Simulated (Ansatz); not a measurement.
# C₆H₁₂N₂O: one species, many methods

The task here is to estimate one member of a computed series from the others.

Method: functionals in def2-TZVPP, the program's frozen cores in correlated methods; program: Ansatz 0.2.0, Gaussian basis.

Plan: LDA (SPW92), PBE-D4, revPBE-D4, BLYP-D4, r2SCAN-D4, B97M-V, PBE0-D4, B3LYP-D4, r2SCANh-D4, r2SCAN0-D4, HSE06-D4, BHLYP-D4, CAM-B3LYP-D4, LC-ωPBE, ωB97X-V, ωB97M-V, B2PLYP, PBE-QIDH; CCSD(T)/def2-SVP; CCSD(T)/def2-TZVPP; MP2/def2-QZVPP; extrapolation to the limit; RPA on PBE.

## The geometry

All runs share one geometry, relaxed beforehand with PBE0-D4 in a triple-zeta def2 set.

SMILES `C/N=C\C=C(\NC)OC`, 21 atoms, charge 0, spin multiplicity 1.

Atoms are counted from 1 here; the program's logs count them from 0.

Bond lengths: C1–N2 1.444 Å, C1–H10 1.098 Å, C1–H11 1.098 Å, C1–H12 1.091 Å, N2–C3 1.275 Å, C3–C4 1.443 Å, C3–H13 1.091 Å, C4–C5 1.351 Å, C4–H14 1.083 Å, C5–N6 1.374 Å, C5–O8 1.352 Å, N6–C7 1.450 Å, N6–H15 1.008 Å, C7–H16 1.089 Å, C7–H17 1.097 Å, C7–H18 1.090 Å, O8–C9 1.421 Å, C9–H19 1.089 Å and more. Angles: N2–C1–H10 112.3°, N2–C1–H11 112.2°, N2–C1–H12 109.3°, H10–C1–H11 107.4°, H10–C1–H12 107.7°, H11–C1–H12 107.6°, C1–N2–C3 118.3°, N2–C3–C4 128.1°, N2–C3–H13 116.3°, C4–C3–H13 115.6°, C3–C4–C5 122.8°, C3–C4–H14 119.6°, C5–C4–H14 117.7°, C4–C5–N6 124.3°, C4–C5–O8 120.8°, N6–C5–O8 115.0°, C5–N6–C7 120.1°, C5–N6–H15 112.3° and more.

The first run:

Contents of in.yaml:

```yaml
crystal:
  periodic: [false, false, false]
  atoms:
    - {symbol: C, position_ang: [2.416044, -0.599615, -2.717317]}
    - {symbol: N, position_ang: [2.796708, -0.119139, -1.410238]}
    - {symbol: C, position_ang: [1.878772, 0.080019, -0.548211]}
    - {symbol: C, position_ang: [0.457119, -0.116719, -0.700801]}
    - {symbol: C, position_ang: [-0.426382, 0.131203, 0.291034]}
    - {symbol: N, position_ang: [-1.754257, -0.220276, 0.250516]}
    - {symbol: C, position_ang: [-2.769068, 0.724408, 0.676308]}
    - {symbol: O, position_ang: [-0.034857, 0.750894, 1.426801]}
    - {symbol: C, position_ang: [-0.183085, -0.004513, 2.621725]}
    - {symbol: H, position_ang: [1.732161, 0.088884, -3.231713]}
    - {symbol: H, position_ang: [1.922990, -1.580190, -2.672447]}
    - {symbol: H, position_ang: [3.307601, -0.706064, -3.336906]}
    - {symbol: H, position_ang: [2.202335, 0.449684, 0.425691]}
    - {symbol: H, position_ang: [0.066472, -0.485242, -1.641569]}
    - {symbol: H, position_ang: [-1.991196, -0.723503, -0.589971]}
    - {symbol: H, position_ang: [-2.512236, 1.133077, 1.652145]}
    - {symbol: H, position_ang: [-2.884820, 1.564251, -0.020132]}
    - {symbol: H, position_ang: [-3.724113, 0.205938, 0.766346]}
    - {symbol: H, position_ang: [0.122956, 0.650301, 3.435799]}
    - {symbol: H, position_ang: [-1.214996, -0.328656, 2.776136]}
    - {symbol: H, position_ang: [0.467154, -0.884045, 2.594107]}
basis:
  gaussian: {orbitals: def2-TZVPP}
hamiltonian: {xc: lda}
output: {orbitals: {seedname: orbitals}}
```

On the command line:

```console
$ ansatz run in.yaml --threads 5 --pin off --events-out ev --progress --plain --max-ram 66560MiB --backend cuda --devices 0, --max-vram 37GiB
```

Steps of the session up to this table: LDA; PBE-D4 (GGA); revPBE-D4 (GGA); BLYP-D4 (GGA); r2SCAN-D4 (meta-GGA); B97M-V (meta-GGA); PBE0-D4 (hybrid); B3LYP-D4 (hybrid); r2SCANh-D4 (hybrid); r2SCAN0-D4 (hybrid); HSE06-D4 (hybrid); BHLYP-D4 (hybrid); CAM-B3LYP-D4 (range-separated); LC-ωPBE (range-separated); ωB97X-V (range-separated); ωB97M-V (range-separated); B2PLYP (double hybrid); PBE-QIDH (double hybrid).

One of the session's tables, all rows but one given; the rest of the session is left out.

It belongs to the step «Orbital energies across the functionals». 

| functional | HOMO (eV) | gap (eV) |
| --- | --- | --- |
| LDA (SPW92) | -5.01 | 3.33 |
| PBE-D4 | -4.90 | 3.46 |
| revPBE-D4 | -4.84 | 3.50 |
| BLYP-D4 | -4.79 | 3.48 |
| r2SCAN-D4 | -5.12 | 3.85 |
| B97M-V | -5.18 | 3.98 |
| PBE0-D4 | -6.00 | 5.46 |
| B3LYP-D4 | -5.81 | 5.06 |
| r2SCANh-D4 | -5.52 | 4.58 |
| r2SCAN0-D4 | ? | ? |
| HSE06-D4 | -5.61 | 4.70 |
| BHLYP-D4 | -6.92 | 7.43 |
| CAM-B3LYP-D4 | -7.22 | 7.74 |
| LC-ωPBE | -8.46 | 10.07 |
| ωB97X-V | -8.13 | 9.69 |
| ωB97M-V | -8.06 | 9.52 |

**Question.** Estimate the row for r2SCAN0-D4.

Worked estimate for «HOMO (eV)». Against the share of exact exchange, r2SCAN-D4 (0, -5.12), r2SCANh-D4 (0.1, -5.52) give a slope of -4.00 per unit share; at 0.25 the line stands at -6.12.

The run gave: HOMO (eV): -6.12; gap (eV): 5.68. In «HOMO (eV)» the line misses by 0.00.
